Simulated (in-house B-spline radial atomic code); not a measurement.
# W⁸⁺: excited configurations

Aim: the energies of several excited configurations of W⁸⁺ above a reference configuration, each from its own self-consistent run.

Program: in-house B-spline radial atomic code version 1. Level of theory: Dirac-Hartree-Fock, average of configuration, Fermi nucleus, basis-set limit. These are calculated values, not measurements, unless marked.

## Step 1: Starting point

| Property | Result |
| --- | --- |
| element | tungsten (Z = 74) |
| charge | +8 |
| electrons | 66 |
| configuration | [Kr] 4d10 4f14 5s2 5p4 |
| Hamiltonian | Dirac-Coulomb |
| nucleus | Fermi, rms radius 5.366 fm |

The outer shells:

[Kr] 4d10 4f14 5s2 5p4
```
[Kr] core
4d [↑↓][↑↓][↑↓][↑↓][↑↓]
4f [↑↓][↑↓][↑↓][↑↓][↑↓][↑↓][↑↓]
5s [↑↓]
5p [↑↓][↑ ][↑ ]
```

The boxes draw the filling by Hund's rule, which heavy ions in jj coupling don't follow; these runs average over all states of the configuration.

Settings of the run:

```ini
Z = 74
electrons = 66.0
configuration = [Kr] 4d10 4f14 5s2 5p4
hamiltonian = dirac
method = hf
spin_polarised = False
nucleus = fermi
rms_radius = 5.3658
mass_number = 184
atomic_mass = 183.95093318
speed_of_light = 137.035999084
```

This reference run was done before. Its total energy is -16139.231332 hartree, and its levels are (the highest eight at most):

| orbital | occupation | energy (eV) | <r> (bohr) |
| --- | --- | --- | --- |
| 4p3/2 | 4 | -570.43 | 0.4874 |
| 4d3/2 | 4 | -399.39 | 0.5044 |
| 4d5/2 | 6 | -386.34 | 0.5155 |
| 5s1/2 | 2 | -203.60 | 1.036 |
| 5p1/2 | 1.33333 | -170.06 | 1.108 |
| 4f5/2 | 6 | -169.87 | 0.5789 |
| 4f7/2 | 8 | -167.46 | 0.5867 |
| 5p3/2 | 2.66667 | -158.12 | 1.179 |

## Step 2: [Kr] 4d10 4f14 5s2 5p3 7s1

Settings of the run:

```ini
Z = 74
electrons = 66.0
configuration = [Kr] 4d10 4f14 5s2 5p3 7s1
hamiltonian = dirac
method = hf
spin_polarised = False
nucleus = fermi
rms_radius = 5.3658
mass_number = 184
atomic_mass = 183.95093318
speed_of_light = 137.035999084
```

## Step 3: [Kr] 4d9 4f14 5s2 5p5

The settings differ from step 2 so:

```diff
@@ -2,3 +2,3 @@
 electrons = 66.0
-configuration = [Kr] 4d10 4f14 5s2 5p3 7s1
+configuration = [Kr] 4d9 4f14 5s2 5p5
 hamiltonian = dirac
```

## Step 4: Configuration [Kr] 4d10 4f14 5s2 5p3 7d1

The settings differ from step 3 so:

```diff
@@ -2,3 +2,3 @@
 electrons = 66.0
-configuration = [Kr] 4d9 4f14 5s2 5p5
+configuration = [Kr] 4d10 4f14 5s2 5p3 7d1
 hamiltonian = dirac
```

## Step 5: Configuration [Kr] 4d10 4f13 5s2 5p4 6g1

The settings differ from step 4 so:

```diff
@@ -2,3 +2,3 @@
 electrons = 66.0
-configuration = [Kr] 4d10 4f14 5s2 5p3 7d1
+configuration = [Kr] 4d10 4f13 5s2 5p4 6g1
 hamiltonian = dirac
```

## Step 6: Configuration [Kr] 4d10 4f14 5s2 5p3 5g1

The settings differ from step 5 so:

```diff
@@ -2,3 +2,3 @@
 electrons = 66.0
-configuration = [Kr] 4d10 4f13 5s2 5p4 6g1
+configuration = [Kr] 4d10 4f14 5s2 5p3 5g1
 hamiltonian = dirac
```

## Step 7: Run with [Kr] 4d9 4f14 5s2 5p4 6p1

The settings differ from step 6 so:

```diff
@@ -2,3 +2,3 @@
 electrons = 66.0
-configuration = [Kr] 4d10 4f14 5s2 5p3 5g1
+configuration = [Kr] 4d9 4f14 5s2 5p4 6p1
 hamiltonian = dirac
```

How far above the reference does each configuration lie (order and size, in eV)?

**Answer**, as computed:

| net move | configuration | energy above the reference (eV) | with Breit, QED, recoil (eV) | largest <r> (bohr) |
| --- | --- | --- | --- | --- |
| 5p → 7s | [Kr] 4d10 4f14 5s2 5p3 7s1 | 106.89 | 106.76 | 3.41 |
| 5p → 5g | [Kr] 4d10 4f14 5s2 5p3 5g1 | 116.86 | 116.68 | 2.97 |
| 5p → 7d | [Kr] 4d10 4f14 5s2 5p3 7d1 | 121.96 | 121.79 | 4.40 |
| 4f → 6g | [Kr] 4d10 4f13 5s2 5p4 6g1 | 131.54 | 131.70 | 4.74 |
| 4d → 5p | [Kr] 4d9 4f14 5s2 5p5 | 219.87 | 219.78 | 1.16 |
| 4d → 6p | [Kr] 4d9 4f14 5s2 5p4 6p1 | 305.00 | 304.79 | 2.32 |

Quantum defects of the promoted electron, δ = n − ζ/√(−2ε) with ζ = 9 and ε its orbital energy in hartree:

| promotion | δ |
| --- | --- |
| 5p → 7s | 2.507 |
| 5p → 7d | 1.719 |
| 4f → 6g | 0.051 |
| 4d → 6p | 2.279 |

What this shows: The energies run from 106.89 eV (5p → 7s) to 305.00 eV (4d → 6p). Koopmans' estimate of the ionisation threshold is 158.12 eV; 2 configurations exceed it by over 2 % and could autoionise. Of those tabulated, the defect is largest for 7s (2.51) and least for 6g (0.05): low angular momentum penetrates the core, high angular momentum stays outside it. Two partly filled shells share a symmetry and can mix in the average, which may lower the energy, for: 4d → 6p. These are averages over configurations, without correlation, not spectroscopic levels.
